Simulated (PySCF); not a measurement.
# NdS4 (Nd(S2)2-): the cost of one run

The runs use PySCF 2.14.0; BP86, Nd lcecp-1-SVP with ECP49, S def2-SVP; scalar-relativistic core potentials, no spin–orbit coupling.

2 further runs of the same task are left out: 2 for a known fault of the program.

**1. Starting geometry**

5 atoms, charge -1, spin multiplicity 1.

Bond lengths: Nd1–S2 2.776 Å, Nd1–S3 2.776 Å, Nd1–S4 2.776 Å, Nd1–S5 2.776 Å, S2–S3 2.070 Å, S4–S5 2.070 Å. Angles: S2–Nd1–S3 43.8°, S2–Nd1–S4 149.4°, S2–Nd1–S5 149.4°, S3–Nd1–S4 149.4°, S3–Nd1–S5 149.4°, S4–Nd1–S5 43.8°, Nd1–S2–S3 68.1°, Nd1–S3–S2 68.1°, Nd1–S4–S5 68.1°, Nd1–S5–S4 68.1°.

Geometry (Å):

```xyz
5

Nd    0.0000    0.0000    0.0000
S     0.7319    0.7319    2.5762
S    -0.7319   -0.7319    2.5762
S     0.7319   -0.7319   -2.5762
S    -0.7319    0.7319   -2.5762
```

Formal oxidation states: Nd +3. Each metal's 3 4f electrons lie in its core potential, so multiplicities, spins and levels count the valence alone.

**2. SCF at the start, singlet**

run.py (the lines that set the calculation)

```python
mol = gto.M(atom='''
Nd     0.00000     0.00000     0.00000
S      0.73190     0.73190     2.57620
S     -0.73190    -0.73190     2.57620
S      0.73190    -0.73190    -2.57620
S     -0.73190     0.73190    -2.57620''',
    basis={'Nd': 'lcecp-1-SVP', 'S': 'def2-SVP'},
    ecp={'Nd': 'lcecp-1-SVP'},
    charge=-1, spin=0)
mf = dft.RKS(mol, xc='B88,P86')
mf.grids.atom_grid = (50, 194)  # f atoms: unpruned, at least (60, 302)
mf = mf.density_fit()  # fitting sets: Nd AutoAux, S def2-universal-JKFIT
mf.conv_tol = 1e-08; mf.max_cycle = 55
mf.kernel(dm0)  # dm0: free metal ions and neutral atoms
```

The run is started by

```console
$ OMP_NUM_THREADS=2 python run.py
```

What time and memory should one allow on 2 threads of Intel Xeon at 2.50GHz (Skylake/Cascade Lake), shared host?

About 34 s, with a peak of 0.47 GiB.
